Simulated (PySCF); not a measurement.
# CeH4S4 (Ce(SH)4): the cost of one run

The runs use PySCF 2.14.0; several levels, as the steps say, no spin–orbit coupling.

**1. The starting structure**

9 atoms, charge 0, spin multiplicity 1.

Bond lengths: Ce1–S2 2.616 Å, Ce1–S4 2.616 Å, Ce1–S6 2.616 Å, Ce1–S8 2.616 Å, S2–H3 1.361 Å, S4–H5 1.361 Å, S6–H7 1.361 Å, S8–H9 1.361 Å. Angles: S2–Ce1–S4 108.6°, S2–Ce1–S6 109.9°, S2–Ce1–S8 109.9°, S4–Ce1–S6 109.9°, S4–Ce1–S8 109.9°, S6–Ce1–S8 108.6°, Ce1–S2–H3 95.3°, Ce1–S4–H5 95.3°, Ce1–S6–H7 95.3°, Ce1–S8–H9 95.3°.

As a file:

```xyz
9
CeH4S4
Ce    0.0000    0.0000    0.0000
S     1.6549    1.3330    1.5260
H     2.7654    1.0312    0.7997
S    -1.6549   -1.3330    1.5260
H    -2.7654   -1.0312    0.7997
S     1.3330   -1.6550   -1.5258
H     1.0311   -2.7653   -0.7998
S    -1.3330    1.6550   -1.5258
H    -1.0311    2.7653   -0.7998
```

Formal oxidation states: Ce +4. The 4f shell is empty and lies in the core potential. An earlier session relaxed this geometry at TPSS, Ce lcecp-2-SVP with ECP46, S def2-SVP, H def2-SVP (singlet, point group S4).

At TPSS on the finer grid: E = -1633.536019 Eh, frontier levels not given, since the 4f levels lie in the core, Mulliken charge on Ce1 +0.91 e, largest force component 0.009 eV/Å. The large-core potential holds the 4f shell empty.

Levels to run: BP86; HF; PBE; wB97X; TPSS, TZVP. Hardware: 2 threads of Arm Neoverse V1, shared host.

**2. BP86**

Contents of run.py (the lines that set the calculation):

```python
mol = gto.M(atom='''
Ce     0.00000     0.00000     0.00003
S      1.65492     1.33296     1.52597
H      2.76538     1.03121     0.79968
S     -1.65492    -1.33296     1.52597
H     -2.76538    -1.03121     0.79968
S      1.33301    -1.65502    -1.52585
H      1.03106    -2.76531    -0.79983
S     -1.33301     1.65502    -1.52585
H     -1.03106     2.76531    -0.79983''',
    basis={'Ce': 'lcecp-2-SVP', 'S': 'def2-SVP', 'H': 'def2-SVP'},
    ecp={'Ce': 'lcecp-2-SVP'},
    charge=0, spin=0)
mf = dft.RKS(mol, xc='B88,P86')
mf.grids.atom_grid = (75, 302)  # f atoms: unpruned, at least (60, 302)
mf = mf.density_fit()  # fitting sets: Ce AutoAux, S def2-universal-JKFIT, H def2-universal-JKFIT
mf.conv_tol = 1e-08; mf.max_cycle = 55
mf.kernel(dm0)  # dm0: the density of the relaxed state
```

Started as:

```sh
> OMP_NUM_THREADS=2 python run.py
```

**Question.** How long does this run take on 2 threads of Arm Neoverse V1, shared host?

About 9 s.
